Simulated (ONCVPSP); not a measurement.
# An ONCV potential for Sr, from input to tests

Do these settings give a usable potential? It is generated, then checked for transferability, scattering, ghosts and hardness.

Program: ONCVPSP 4.0.1. Reference atom: revPBE, scalar-relativistic, spherical and spin-unpolarised. All values are calculated.

### 1 Starting point

The settings as typed:

```
element                 : strontium (Sr, Z = 38)
type                    : optimised norm-conserving Vanderbilt (ONCV)
frozen core             : [Ar] 3d10
valence charge          : 10
reference configuration : 4s2 4p6 5s1.75 (charge +0.25)
partial waves           : 4s+5s: rc 1.85 bohr, ncon 4, nbas 8, qcut 5.3 1/bohr, 2 projectors; 4p: rc 1.45 bohr, ncon 4, nbas 8, qcut 4.9 1/bohr, 2 projectors, debl 3.3 Ha; d scattering state at 0.2 Ha: rc 1.75 bohr, ncon 5, nbas 8, qcut 6.4 1/bohr, 2 projectors, debl 3.8 Ha; f scattering state at 0.04 Ha: rc 1.80 bohr, ncon 4, nbas 8, qcut 7.2 1/bohr, 1 projector
local potential         : polynomial inside 1.00 bohr (lpopt 5, dvloc0 4 Ha)
core correction         : Teter function fitted to the true core (icmod 2), fcfact 0.35
```

An earlier all-electron run gives the scale for the radii.

All-electron outer shells of the reference configuration (revPBE, scalar-relativistic, ld1.x):

```tsv
shell	level (eV)	outermost node (bohr)	outermost maximum (bohr)
4s	-42.37	0.59	1.19
4p	-24.29	0.61	1.33
5s	-4.62	1.65	3.67
4d	-2.50	0.65	2.06
5p	-2.25	1.95	4.65
```

### 2 The generation run

Input file Sr.dat:

```
# ATOM AND REFERENCE CONFIGURATION
# atsym  z   nc   nv     iexc    psfile
  Sr 38.00    6    3  -102130      upf
#
#   n    l    f
    1    0    2.00
    2    0    2.00
    2    1    6.00
    3    0    2.00
    3    1    6.00
    3    2   10.00
    4    0    2.00
    4    1    6.00
    5    0    1.75
#
# PSEUDOPOTENTIAL AND OPTIMIZATION
# lmax
    3
#
#   l,   rc,      ep,       ncon, nbas, qcut
    0    1.85    0.00    4    8    5.30
    1    1.45    0.00    4    8    4.90
    2    1.75    0.20    5    8    6.40
    3    1.80    0.04    4    8    7.20
#
# LOCAL POTENTIAL
# lloc, lpopt,  rc(5),   dvloc0
    4    5    1.00    4.00
#
# VANDERBILT-KLEINMAN-BYLANDER PROJECTORs
# l, nproj, debl
    0    2    2.50
    1    2    3.30
    2    2    3.80
    3    1    3.60
#
# MODEL CORE CHARGE
# icmod, fcfact, rcfact
    2    0.35    0.70
#
# LOG DERIVATIVE ANALYSIS
# epsh1, epsh2, depsh
   -3.00    5.00    0.02
#
# OUTPUT GRID
# rlmax, drl
    6.00    0.01
#
# TEST CONFIGURATIONS
# ncnf
    4
# nvcnf
#   n    l    f
    3
    4    0    2.00
    4    1    6.00
    5    0    2.00
#
    3
    4    0    2.00
    4    1    6.00
    5    0    1.00
#
    3
    4    0    2.00
    4    1    6.00
    5    0    0.00
#
    4
    4    0    2.00
    4    1    6.00
    5    0    1.00
    5    1    1.00
#
```

Started as:

```console
$ oncvpsp.x < Sr.dat > Sr.out
```

**Question.** What will these runs give? Wanted: cutoffs for 1 and 0.1 mHa per electron, occupied waves; bound ghosts; GHOST(+) flags; largest test error; largest phase difference near zero energy, channels read; rms error of d²Exc/dn², without and with the model core; projector energies reset by the program.

The runs gave:

| quantity | value |
| --- | --- |
| cutoffs for 1 and 0.1 mHa per electron, occupied waves | 46 Ha and 92 Ha |
| bound ghosts | none found |
| GHOST(+) flags | s at 78 eV |
| largest test error (AE − PS) | -2.2 meV, for 4s2 4p6 5s0 |
| largest phase difference near zero energy, channels read | 0.001 rad |
| rms error of d²Exc/dn², without and with the model core | 2.07 and 1.08 mHa |
| projector energies reset by the program | d: 0.050, 3.850 Ha |

In words: By total energies transferability is very good: the largest error is 2.2 meV on 15.7 eV, for 4s2 4p6 5s0. It counts as hard, with 46 Ha needed at the looser tolerance. At the looser tolerance the 4p wave is the slowest; 4s needs 12 Ha. The program's ghost test flags no bound state. Near zero energy the phases of the channels with partial waves agree within 0.001 rad. The program also flags highly localised states, GHOST(+) (s). These are tests on the free atom; a crystal test is still owed.
